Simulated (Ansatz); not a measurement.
**Nb (diamond type): how the settings move a single-point run**

How sensitive is a single-point run of Nb (diamond type) to its settings? A reference run comes first, then one run with altered input.

This is Nb in the diamond structure; at room conditions it is bcc.

Method: reference: DFT, PBEsol, all-electron LAPW, scalar-relativistic, in Ansatz 0.2.0.

### 1 The system as given

Symmetry: Fd-3m, No. 227, cubic system. The conventional cell has a = 5.659 Å, b = 5.659 Å, c = 5.659 Å, α = 90.00°, β = 90.00°, γ = 90.00°. Nb (site symmetry -43m) is surrounded by 4 Nb at 2.45 Å.

Structure file:

```
Nb
1.0
     0.00000    2.82968    2.82968
     2.82968    0.00000    2.82968
     2.82968    2.82968    0.00000
Nb
2
Cartesian
  -0.7074 -0.7074 -0.7074
  0.7074 0.7074 0.7074
```

### 2 Reference

Input file input.yaml:

```yaml
crystal:
  lattice:
    - [0.0, 2.8296800281, 2.8296800281]
    - [2.8296800281, 0.0, 2.8296800281]
    - [2.8296800281, 2.8296800281, 0.0]
  atoms:
    - { symbol: Nb, position: [-0.125, -0.125, -0.125] }
    - { symbol: Nb, position: [0.125, 0.125, 0.125] }
kpoints:
  mp_grid: { grid: [9, 9, 9] }
scf:
  occupations: { method: fermi_dirac, width: 0.05 }
hamiltonian:
  xc: pbesol
  pseudopotentials: { kind: all_electron, lapw: { basis_error: 0.001 } }
output:
  forces: true
  stress: true
  eigenvalues: true
  populations: true
```

Command:

```console
$ ansatz run input.yaml --threads 1 --pin off --max-ram 2048MiB --backend cpu --events-out ev --progress --plain --runs-dir out
```

### 3 Variant: mixing.algorithm anderson, mixing.beta 0.3, mixing.ndim 4, spin_polarized true

Changes to input.yaml since step 2:

```diff
@@ -12,2 +12,3 @@
   occupations: { method: fermi_dirac, width: 0.05 }
+  mixing: { algorithm: anderson, beta: 0.3, ndim: 4 }
 hamiltonian:
@@ -20 +21,3 @@
   populations: true
+magnetization:
+  spin_polarized: true
```

**Question.** What will these runs give? Wanted: for each run, ending; energy change; pressure; gap; force.

**Answer**, as computed:

```tsv
run	ending	energy change	pressure (GPa)	gap (eV)	force (eV/Å)	cycles	time
reference	converged	0	6.7	0.00	0.00	7	15 s
1: mixing.algorithm anderson, mixing.beta 0.3, mixing.ndim 4, spin_polarized true	converged	0.0 meV/atom	6.7	0.00	0.00	13	43 s
```

Residual by cycle in the longest SCF loop of each run; runs are numbered as in the table. The quantity is the density residual dr2, in eV.

```tsv
cycle	reference	run 1
1	0.15	0.17
2	0.0131	0.169
3	0.00127	0.0821
4	1.8e-4	0.0459
5	8.5e-6	0.00546
6	1.6e-7	0.00698
8	-	1.6e-4
9	-	1.2e-4
10	-	4.9e-5
11	-	1.7e-6
12	-	1.3e-7
13	-	7.2e-8
```

With the changed mixing and spin polarisation the energy stays within 0.5 meV/atom: no moment was seeded, so none could form, and both runs end non-magnetic.
